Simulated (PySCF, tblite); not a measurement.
# bromobenzene (C₆H₅Br): dynamics, then NMR shifts on frames

How do NMR shifts of bromobenzene (C₆H₅Br) (`Brc1ccccc1`) change as the atoms move?

The runs use tblite 0.8.0 and PySCF 2.14.0, with density-fitted response routines of our own; the level of theory stands in each step. All values are computed, except where a source is named. Atoms are numbered from 0 throughout.

## Step 1: Starting geometry

12 atoms, charge 0, multiplicity 1; geometry from: GFN2-xTB.

Bonds of the start (Å): Br0–C1 1.91, C1–C2 1.38, C2–C3 1.38, C3–C4 1.38, C4–C5 1.38, C5–C6 1.38, C6–C1 1.38, C2–H7 1.08, C3–H8 1.08, C4–H9 1.08, C5–H10 1.08, C6–H11 1.08.

## Step 2: A short Langevin run with GFN2-xTB

What the job is given:

```
{"job": {"kind": "md", "xc": "GFN2-xTB", "basis": "xTB", "temperature": 200, "steps": 2000, "every": 50, "frames": 5}, "charge": 0, "multiplicity": 1}
Br     3.120775    -0.747869     0.014494
C      1.264809    -0.302178     0.004286
C      0.887695     1.029354    -0.001442
C     -0.460249     1.343508    -0.008376
C     -1.412440     0.337748    -0.009263
C     -1.018313    -0.989970    -0.003711
C      0.326056    -1.319105     0.002899
H      1.635551     1.807155    -0.000268
H     -0.763784     2.379481    -0.013063
H     -2.462469     0.587813    -0.014099
H     -1.758506    -1.775603    -0.004484
H      0.642074    -2.351019     0.006998
```

Method: GFN2-xTB Langevin dynamics, gas phase.

Launch:

```sh
> OMP_NUM_THREADS=1 python probes_run.py task.json out
```

One launch serves the whole session: the jobs run in the order shown.

Output:

```text
t/fs     T/K      E/eV
    0.0   174.3   -529.56854
   25.0   160.8   -529.41249
   50.0   223.7   -529.41751
   75.0   205.2   -529.37345
  100.0   157.6   -529.30933
  125.0   216.1   -529.32483
  150.0   198.9   -529.31948
  175.0   203.9   -529.36229
  200.0   179.2   -529.30878
  225.0   224.0   -529.21209
  250.0   229.7   -529.28941
  275.0   212.2   -529.29317
  300.0   243.3   -529.20288
  325.0   259.0   -529.13954
  350.0   232.2   -529.10090
  375.0   210.3   -529.27692
  400.0   204.7   -529.21218
  425.0   201.7   -529.24337
  450.0   291.5   -529.39366
  475.0   240.6   -529.19921
  500.0   367.4   -529.35575
  525.0   218.9   -529.25654
  550.0   157.7   -529.19793
  575.0   255.9   -529.42257
  600.0   200.7   -529.19511
  625.0   302.2   -529.27981
  650.0   244.9   -529.29589
  675.0   158.9   -529.20542
  700.0   160.9   -529.28882
  725.0   235.2   -529.38750
  750.0   130.6   -529.25795
  775.0   171.5   -529.32124
  800.0   156.7   -529.35378
  825.0   159.1   -529.38627
  850.0   184.8   -529.37249
  875.0   140.7   -529.29360
  900.0   130.8   -529.36227
  925.0   213.1   -529.42583
  950.0   185.6   -529.32179
  975.0   167.2   -529.31129
 1000.0   220.2   -529.34828
```

Run time: 10 s. Hardware: 1 thread of Arm Neoverse V1, shared host; peak memory 0.18 GiB.

Distance from the start (root mean square after alignment): 0 fs 0.00 Å, 200 fs 0.08 Å, 400 fs 0.10 Å, 600 fs 0.08 Å, 800 fs 0.05 Å, 1000 fs 0.06 Å.

Positions (Å) and forces (eV/Å) at 1000 fs:

```xyz
12

Br    2.759   -0.560    0.306   -0.327   -0.108    0.089
C     0.840   -0.392    0.462   -0.002    0.249   -0.292
C     0.348    0.689    1.165   -1.597    0.104   -0.318
C    -1.056    0.882    1.202    0.961   -1.789   -1.450
C    -1.860   -0.029    0.498    0.125    0.736    0.518
C    -1.331   -1.084   -0.240   -1.052    0.114    0.857
C     0.021   -1.277   -0.242    0.479    0.831    0.833
H     1.011    1.398    1.598    0.271    0.275    0.389
H    -1.552    1.697    1.642   -0.020    0.792    0.703
H    -2.938    0.118    0.551    0.246   -0.097   -0.140
H    -2.070   -1.771   -0.645    0.544    0.008   -0.336
H     0.502   -2.080   -0.700    0.372   -1.115   -0.853
```

## Step 3: NMR shieldings: 250 fs, PBE0/pcSseg-1

What the job is given:

```
{"job": {"kind": "nmr", "xc": "PBE0", "basis": "pcSseg-1", "pop": false}, "charge": 0, "multiplicity": 1}
Br     2.819200    -0.657900    -0.052300
C      0.992800    -0.217900     0.003300
C      0.656600     0.950600     0.649200
C     -0.624100     1.368000     0.806600
C     -1.675700     0.559900     0.397900
C     -1.386500    -0.643900    -0.195400
C     -0.023600    -1.034100    -0.359500
H      1.432600     1.569900     1.072900
H     -0.868400     2.164000     1.483300
H     -2.701100     0.872800     0.478700
H     -2.140300    -1.333600    -0.495300
H      0.169300    -1.995000    -0.742500
```

Level: GIAO PBE0/pcSseg-1 NMR shielding, non-relativistic, gas phase.

Output:

```text
coarse grid: 50776 points
cycle   1  E = -2804.8710716909  dE =  1.122e-01  |g| = 7.552e-01  |ddm| = 3.704e+00
cycle   2  E = -2804.8639163853  dE =  7.155e-03  |g| = 5.286e-01  |ddm| = 8.431e-01
cycle   3  E = -2804.9003262598  dE = -3.641e-02  |g| = 1.848e-01  |ddm| = 6.211e-01
cycle   4  E = -2804.9080903254  dE = -7.764e-03  |g| = 7.016e-02  |ddm| = 2.498e-01
cycle   5  E = -2804.9093100841  dE = -1.220e-03  |g| = 1.303e-02  |ddm| = 8.032e-02
cycle   6  E = -2804.9093571517  dE = -4.707e-05  |g| = 1.479e-03  |ddm| = 1.794e-02
cycle   7  E = -2804.9093575126  dE = -3.610e-07  |g| = 9.152e-04  |ddm| = 2.412e-03
final grid: 107184 points
cycle   8  E = -2804.9093864975  dE =  3.856e-07  |g| = 1.512e-03  |ddm| = 2.712e-03
cycle   9  E = -2804.9093851837  dE =  1.314e-06  |g| = 2.625e-03  |ddm| = 4.060e-03
cycle  10  E = -2804.9093871299  dE = -1.946e-06  |g| = 1.493e-04  |ddm| = 2.628e-03
cycle  11  E = -2804.9093871348  dE = -4.849e-09  |g| = 1.250e-05  |ddm| = 1.392e-04
cycle  12  E = -2804.9093871348  dE = -3.820e-11  |g| = 5.985e-06  |ddm| = 2.259e-05
converged SCF energy = -2804.9093871348

GIAO shielding tensors (ppm)
atom      isotropic    diamagn.    paramagn.     s11        s22        s33       span
  0 Br    2036.963    3121.670   -1084.707   1563.133   1638.974   2908.783   1345.650
  1 C       47.857     253.351    -205.494    -49.067     63.740    128.897    177.964
  2 C       48.258     250.109    -201.851    -52.845     44.235    153.383    206.228
  3 C       56.423     252.822    -196.399    -51.638     45.948    174.959    226.596
  4 C       52.500     254.238    -201.738    -61.491     35.961    183.029    244.520
  5 C       48.640     253.452    -204.812    -65.167     38.900    172.187    237.354
  6 C       49.684     248.787    -199.104    -52.381     36.926    164.506    216.888
  7 H       24.226      30.309      -6.083     18.667     23.223     30.787     12.120
  8 H       24.389      29.668      -5.278     20.672     25.222     27.273      6.601
  9 H       24.234      30.046      -5.812     21.314     24.619     26.770      5.455
 10 H       24.167      30.752      -6.584     21.138     24.036     27.328      6.191
 11 H       24.555      31.144      -6.589     19.986     23.246     30.431     10.445
```

It took 17 s on 1 thread of Arm Neoverse V1, shared host; peak memory 0.86 GiB.

Shifts follow as δ = σ(reference) − σ, with reference shieldings (ppm) from runs at the same level and on the same kind of geometry: ¹H TMS 31.72, ¹³C TMS 186.9, ⁷⁹Br HBr 2622. The references are single molecules in the gas phase. Each atom is listed at this fixed geometry, with no averaging over motion; a spectrum would average atoms that exchange fast.

```tsv
atoms	environment	σ (ppm)	δ (ppm)
C1	aromatic carbon bearing bromine	47.9	139.1
C2	aromatic CH	48.3	138.7
C5	aromatic CH	48.6	138.3
C6	aromatic CH	49.7	137.2
C4	aromatic CH	52.5	134.4
C3	aromatic CH	56.4	130.5
H10	hydrogen on an aromatic CH	24.17	7.55
H7	hydrogen on an aromatic CH	24.23	7.49
H9	hydrogen on an aromatic CH	24.23	7.48
H8	hydrogen on an aromatic CH	24.39	7.33
H11	hydrogen on an aromatic CH	24.55	7.16
Br0	bromine bonded to C	2037	585
```

Ring of atoms C1, C2, C3, C4, C5, C6: NICS(0) -8.6, NICS(1) -11.0, NICS(1)zz -27.7 ppm (means of both faces).

## Step 4: NMR shieldings: 425 fs, PBE0/pcSseg-1

What the job is given:

```
{"job": {"kind": "nmr", "xc": "PBE0", "basis": "pcSseg-1", "pop": false}, "charge": 0, "multiplicity": 1}
Br     2.816300    -0.421600     0.022700
C      0.844700    -0.289700     0.148200
C      0.393400     0.541200     1.160500
C     -0.985900     0.743100     1.354600
C     -1.815500     0.097600     0.516600
C     -1.376400    -0.743700    -0.534300
C     -0.026000    -0.882100    -0.738500
H      1.052800     0.960900     1.897100
H     -1.228700     1.273700     2.253000
H     -2.910800     0.213200     0.523400
H     -2.147200    -1.182800    -1.147800
H      0.364600    -1.498000    -1.596200
```

Level: GIAO PBE0/pcSseg-1 NMR shielding, non-relativistic, gas phase.

Output:

```text
coarse grid: 50776 points
cycle   1  E = -2804.8704297947  dE = -6.336e-02  |g| = 7.453e-01  |ddm| = 3.632e+00
cycle   2  E = -2804.8595573900  dE =  1.087e-02  |g| = 5.221e-01  |ddm| = 7.799e-01
cycle   3  E = -2804.8927874141  dE = -3.323e-02  |g| = 2.275e-01  |ddm| = 6.048e-01
cycle   4  E = -2804.9056546110  dE = -1.287e-02  |g| = 7.523e-02  |ddm| = 2.820e-01
cycle   5  E = -2804.9069949062  dE = -1.340e-03  |g| = 1.348e-02  |ddm| = 8.536e-02
cycle   6  E = -2804.9070472936  dE = -5.239e-05  |g| = 1.549e-03  |ddm| = 1.910e-02
cycle   7  E = -2804.9070477779  dE = -4.843e-07  |g| = 9.722e-04  |ddm| = 2.910e-03
final grid: 107184 points
cycle   8  E = -2804.9070506486  dE =  4.248e-07  |g| = 1.594e-03  |ddm| = 2.665e-03
cycle   9  E = -2804.9070492254  dE =  1.423e-06  |g| = 2.753e-03  |ddm| = 4.232e-03
cycle  10  E = -2804.9070513409  dE = -2.115e-06  |g| = 1.877e-04  |ddm| = 2.746e-03
cycle  11  E = -2804.9070513500  dE = -9.070e-09  |g| = 1.692e-05  |ddm| = 1.751e-04
cycle  12  E = -2804.9070513501  dE = -6.503e-11  |g| = 3.114e-06  |ddm| = 1.835e-05
converged SCF energy = -2804.9070513501

GIAO shielding tensors (ppm)
atom      isotropic    diamagn.    paramagn.     s11        s22        s33       span
  0 Br    1850.570    3122.050   -1271.480   1194.061   1390.146   2967.501   1773.440
  1 C       37.892     253.945    -216.053    -50.423     57.631    106.468    156.891
  2 C       41.316     250.961    -209.645    -65.009     38.820    150.138    215.146
  3 C       54.600     253.295    -198.695    -55.368     44.899    174.268    229.636
  4 C       53.824     252.740    -198.917    -51.545     32.643    180.374    231.919
  5 C       48.929     254.448    -205.518    -63.558     41.717    168.629    232.187
  6 C       51.167     248.531    -197.365    -42.130     39.158    156.472    198.603
  7 H       23.952      30.888      -6.936     19.046     22.217     30.594     11.548
  8 H       24.060      30.015      -5.955     20.752     23.898     27.529      6.776
  9 H       24.084      28.706      -4.621     20.248     25.168     26.836      6.588
 10 H       23.888      30.244      -6.355     20.668     24.143     26.854      6.186
 11 H       23.451      28.416      -4.964     18.359     23.718     28.277      9.918
```

Wall time 17 s (1 thread of Arm Neoverse V1, shared host); peak memory 0.86 GiB.

This run: δ C1 149.0, C2 145.6, C5 138.0, C6 135.8, H11 8.27, H10 7.83 ppm.

## Step 5: NMR shieldings: 625 fs, PBE0/pcSseg-1

What the job is given:

```
{"job": {"kind": "nmr", "xc": "PBE0", "basis": "pcSseg-1", "pop": false}, "charge": 0, "multiplicity": 1}
Br     2.779500    -0.653200     0.299700
C      0.900500    -0.272600     0.282200
C      0.316500     0.498600     1.265300
C     -1.070100     0.585000     1.284800
C     -1.863200     0.010100     0.245000
C     -1.239600    -0.824400    -0.651400
C      0.105100    -0.897200    -0.688200
H      0.921100     0.877300     2.106400
H     -1.547600     1.149500     2.070500
H     -2.919600     0.152700     0.252300
H     -1.720100    -1.334300    -1.481800
H      0.475400    -1.530300    -1.468800
```

Method: GIAO PBE0/pcSseg-1 NMR shielding, non-relativistic, gas phase.

Output:

```text
coarse grid: 50776 points
cycle   1  E = -2804.8718224922  dE = -1.394e-02  |g| = 7.518e-01  |ddm| = 3.652e+00
cycle   2  E = -2804.8594024959  dE =  1.242e-02  |g| = 5.394e-01  |ddm| = 8.359e-01
cycle   3  E = -2804.8964308092  dE = -3.703e-02  |g| = 2.220e-01  |ddm| = 6.471e-01
cycle   4  E = -2804.9084551930  dE = -1.202e-02  |g| = 7.743e-02  |ddm| = 2.837e-01
cycle   5  E = -2804.9099066436  dE = -1.451e-03  |g| = 1.336e-02  |ddm| = 8.838e-02
cycle   6  E = -2804.9099564555  dE = -4.981e-05  |g| = 2.068e-03  |ddm| = 1.858e-02
cycle   7  E = -2804.9099569258  dE = -4.703e-07  |g| = 1.582e-03  |ddm| = 3.506e-03
final grid: 107184 points
cycle   8  E = -2804.9099671119  dE =  1.606e-06  |g| = 2.846e-03  |ddm| = 4.690e-03
cycle   9  E = -2804.9099616822  dE =  5.430e-06  |g| = 5.179e-03  |ddm| = 8.124e-03
cycle  10  E = -2804.9099694570  dE = -7.775e-06  |g| = 1.514e-04  |ddm| = 5.225e-03
cycle  11  E = -2804.9099694623  dE = -5.315e-09  |g| = 1.475e-05  |ddm| = 1.705e-04
cycle  12  E = -2804.9099694623  dE = -5.639e-11  |g| = 9.832e-06  |ddm| = 2.980e-05
converged SCF energy = -2804.9099694623

GIAO shielding tensors (ppm)
atom      isotropic    diamagn.    paramagn.     s11        s22        s33       span
  0 Br    1974.279    3121.646   -1147.366   1491.136   1528.171   2903.530   1412.394
  1 C       40.866     253.764    -212.898    -50.895     52.563    120.930    171.824
  2 C       47.557     248.337    -200.780    -55.111     43.983    153.799    208.910
  3 C       45.786     253.904    -208.118    -65.251     31.606    171.002    236.253
  4 C       52.929     252.349    -199.420    -55.336     32.375    181.747    237.083
  5 C       53.340     255.120    -201.780    -58.057     45.615    172.463    230.520
  6 C       48.572     250.207    -201.635    -56.710     47.833    154.592    211.302
  7 H       23.539      29.144      -5.605     18.792     22.696     29.128     10.336
  8 H       23.991      29.573      -5.581     20.721     24.229     27.024      6.303
  9 H       24.301      30.086      -5.785     21.534     24.532     26.837      5.303
 10 H       24.112      30.029      -5.917     20.226     24.531     27.578      7.352
 11 H       24.185      30.996      -6.811     19.000     23.229     30.328     11.328
```

Run time: 17 s. Hardware: 1 thread of Arm Neoverse V1, shared host; peak memory 0.82 GiB.

In short: δ C1 146.1, C3 141.1, C2 139.4, C6 138.4, H7 8.18, H8 7.73 ppm.

## Step 6: NMR shieldings: 800 fs, PBE0/pcSseg-1

What the job is given:

```
{"job": {"kind": "nmr", "xc": "PBE0", "basis": "pcSseg-1", "pop": false}, "charge": 0, "multiplicity": 1}
Br     2.769400    -0.408800     0.151400
C      0.842900    -0.147900     0.131300
C      0.272200     0.547100     1.143700
C     -1.110900     0.705200     1.088200
C     -1.884100     0.121200     0.151600
C     -1.246200    -0.650200    -0.816000
C      0.110000    -0.874600    -0.821000
H      0.875500     1.068200     1.888500
H     -1.562000     1.385800     1.790700
H     -2.919100     0.284400     0.168900
H     -1.815600    -1.121500    -1.567000
H      0.644500    -1.416400    -1.582300
```

Method: GIAO PBE0/pcSseg-1 NMR shielding, non-relativistic, gas phase.

Output:

```text
coarse grid: 50776 points
cycle   1  E = -2804.8736566734  dE =  6.039e-02  |g| = 7.482e-01  |ddm| = 3.666e+00
cycle   2  E = -2804.8634411715  dE =  1.022e-02  |g| = 5.240e-01  |ddm| = 8.209e-01
cycle   3  E = -2804.8976413508  dE = -3.420e-02  |g| = 2.229e-01  |ddm| = 6.389e-01
cycle   4  E = -2804.9100161058  dE = -1.237e-02  |g| = 7.380e-02  |ddm| = 2.832e-01
cycle   5  E = -2804.9113153395  dE = -1.299e-03  |g| = 1.271e-02  |ddm| = 9.002e-02
cycle   6  E = -2804.9113621300  dE = -4.679e-05  |g| = 1.633e-03  |ddm| = 2.147e-02
cycle   7  E = -2804.9113626478  dE = -5.177e-07  |g| = 1.109e-03  |ddm| = 3.416e-03
final grid: 107184 points
cycle   8  E = -2804.9113761505  dE =  5.545e-07  |g| = 1.809e-03  |ddm| = 3.007e-03
cycle   9  E = -2804.9113744032  dE =  1.747e-06  |g| = 3.079e-03  |ddm| = 4.755e-03
cycle  10  E = -2804.9113770386  dE = -2.635e-06  |g| = 1.956e-04  |ddm| = 3.091e-03
cycle  11  E = -2804.9113770485  dE = -9.816e-09  |g| = 1.565e-05  |ddm| = 1.709e-04
cycle  12  E = -2804.9113770485  dE = -6.730e-11  |g| = 3.157e-06  |ddm| = 1.967e-05
converged SCF energy = -2804.9113770485

GIAO shielding tensors (ppm)
atom      isotropic    diamagn.    paramagn.     s11        s22        s33       span
  0 Br    1932.813    3122.089   -1189.275   1355.997   1497.372   2945.072   1589.075
  1 C       36.845     254.505    -217.660    -56.665     53.394    113.806    170.471
  2 C       52.029     249.823    -197.793    -50.573     52.374    154.287    204.860
  3 C       52.397     254.372    -201.975    -54.310     36.185    175.315    229.626
  4 C       60.475     252.768    -192.292    -51.931     47.921    185.436    237.368
  5 C       52.998     252.917    -199.918    -50.277     29.854    179.417    229.693
  6 C       47.680     249.977    -202.296    -58.175     49.036    152.180    210.354
  7 H       23.748      29.948      -6.199     18.784     22.791     29.670     10.886
  8 H       24.440      29.833      -5.393     20.645     25.247     27.428      6.782
  9 H       24.605      31.052      -6.447     21.711     24.824     27.281      5.571
 10 H       24.776      30.406      -5.630     21.284     25.138     27.907      6.624
 11 H       23.775      30.422      -6.647     19.203     22.046     30.077     10.873
```

It took 18 s on 1 thread of Arm Neoverse V1, shared host; peak memory 0.87 GiB.

Key values: δ C1 150.1, C6 139.2, C2 134.9, C3 134.5, H7 7.97, H11 7.94 ppm.

## Step 7: NMR shieldings: 1000 fs, PBE0/pcSseg-1

What the job is given:

```
{"job": {"kind": "nmr", "xc": "PBE0", "basis": "pcSseg-1", "pop": false}, "charge": 0, "multiplicity": 1}
Br     2.758900    -0.560400     0.306100
C      0.839900    -0.391600     0.462300
C      0.347600     0.689100     1.165000
C     -1.056000     0.882100     1.202300
C     -1.860200    -0.028900     0.497700
C     -1.331500    -1.083900    -0.240100
C      0.021200    -1.276800    -0.241700
H      1.011200     1.398400     1.598400
H     -1.551800     1.697400     1.641600
H     -2.937700     0.117700     0.550800
H     -2.069600    -1.771000    -0.645000
H      0.502200    -2.080400    -0.700000
```

Method: GIAO PBE0/pcSseg-1 NMR shielding, non-relativistic, gas phase.

Output:

```text
coarse grid: 50776 points
cycle   1  E = -2804.8768520094  dE = -4.774e-02  |g| = 7.430e-01  |ddm| = 3.645e+00
cycle   2  E = -2804.8690028603  dE =  7.849e-03  |g| = 5.109e-01  |ddm| = 7.430e-01
cycle   3  E = -2804.9000275505  dE = -3.102e-02  |g| = 2.105e-01  |ddm| = 5.592e-01
cycle   4  E = -2804.9107113596  dE = -1.068e-02  |g| = 7.424e-02  |ddm| = 2.618e-01
cycle   5  E = -2804.9120464141  dE = -1.335e-03  |g| = 1.255e-02  |ddm| = 8.084e-02
cycle   6  E = -2804.9120907162  dE = -4.430e-05  |g| = 1.523e-03  |ddm| = 1.675e-02
cycle   7  E = -2804.9120910750  dE = -3.588e-07  |g| = 1.032e-03  |ddm| = 2.433e-03
final grid: 107184 points
cycle   8  E = -2804.9121005770  dE =  5.960e-07  |g| = 1.784e-03  |ddm| = 2.906e-03
cycle   9  E = -2804.9120985282  dE =  2.049e-06  |g| = 3.206e-03  |ddm| = 4.869e-03
cycle  10  E = -2804.9121014726  dE = -2.944e-06  |g| = 1.681e-04  |ddm| = 3.180e-03
cycle  11  E = -2804.9121014790  dE = -6.374e-09  |g| = 1.192e-05  |ddm| = 1.487e-04
cycle  12  E = -2804.9121014790  dE = -4.184e-11  |g| = 4.926e-06  |ddm| = 1.937e-05
converged SCF energy = -2804.9121014790

GIAO shielding tensors (ppm)
atom      isotropic    diamagn.    paramagn.     s11        s22        s33       span
  0 Br    1948.014    3122.158   -1174.145   1390.431   1514.644   2938.966   1548.535
  1 C       38.387     255.376    -216.989    -57.939     58.855    114.245    172.184
  2 C       46.526     248.919    -202.393    -55.155     37.099    157.633    212.788
  3 C       46.332     253.797    -207.465    -70.242     34.887    174.351    244.593
  4 C       46.215     254.387    -208.172    -72.114     34.100    176.658    248.772
  5 C       54.877     252.022    -197.145    -52.139     40.660    176.110    228.250
  6 C       52.780     247.550    -194.770    -44.462     41.327    161.475    205.937
  7 H       24.009      30.709      -6.700     19.314     22.468     30.244     10.929
  8 H       24.097      30.937      -6.840     21.423     23.487     27.382      5.959
  9 H       23.972      29.726      -5.754     20.806     24.201     26.908      6.103
 10 H       23.900      29.211      -5.312     20.337     24.849     26.513      6.175
 11 H       24.593      31.202      -6.609     19.709     22.953     31.116     11.407
```

It took 17 s on 1 thread of Arm Neoverse V1, shared host; peak memory 0.86 GiB.

In short: δ C1 148.5, C4 140.7, C3 140.6, C2 140.4, H10 7.82, H9 7.75 ppm.

## Step 8: Run by run: NMR shifts

Shifts (ppm) of some atoms, chosen among heavy atoms and hydrogens apart, with basis size and wall time:

```tsv
frame	C1	C2	C4	C3	H10	H11	Br0	functions	time
250 fs	139.1	138.7	134.4	130.5	7.55	7.16	585	168	17 s
425 fs	149.0	145.6	133.1	132.3	7.83	8.27	771	168	17 s
625 fs	146.1	139.4	134.0	141.1	7.61	7.53	648	168	17 s
800 fs	150.1	134.9	126.4	134.5	6.94	7.94	689	168	18 s
1000 fs	148.5	140.4	140.7	140.6	7.82	7.12	674	168	17 s
```

## Step 9: What came out

| quantity | value |
| --- | --- |
| thermostat | 200 K |
| mean temperature, second half | 198 K |
| mean potential energy above the minimum | 0.25 eV |
| ¹³C shifts against TMS (PBE0/pcSseg-1, 250 fs) | 139.1, 138.7, 138.3, 137.2, 134.4, 130.5 ppm |
| ¹H shifts against TMS (PBE0/pcSseg-1, 250 fs) | 7.55, 7.49, 7.48, 7.33, 7.16 ppm |
| ⁷⁹Br shifts against HBr (PBE0/pcSseg-1, 250 fs) | 585 ppm |
| range of the shift of Br0 | 585 to 771 ppm |

In words: In the second half the potential energy averages 0.25 eV above the minimum; equipartition over 30 harmonic modes at 200 K would give 0.26 eV. With 12 atoms the temperature swings widely (131 to 367 K). C1 stands next to heavy halogen, whose spin-orbit shielding this run leaves out, so the computed shift lies too far downfield, most of all for carbon beside Br or I. Shifts at one fixed geometry are not the observed spectrum, which averages over the motion. In the first frame run (250 fs): The largest span, 1346 ppm, is at Br0, where the paramagnetic term is -1085 ppm. NICS(1)zz of -28 ppm above the planar ring from C1 marks a diatropic (aromatic) ring current. In ppm, Br0 moves most: its shift spreads over 186 ppm, from 585 (250 fs) to 771 (425 fs). Spin-orbit coupling is left out, which matters for shieldings and couplings at and beside the heavy atoms.
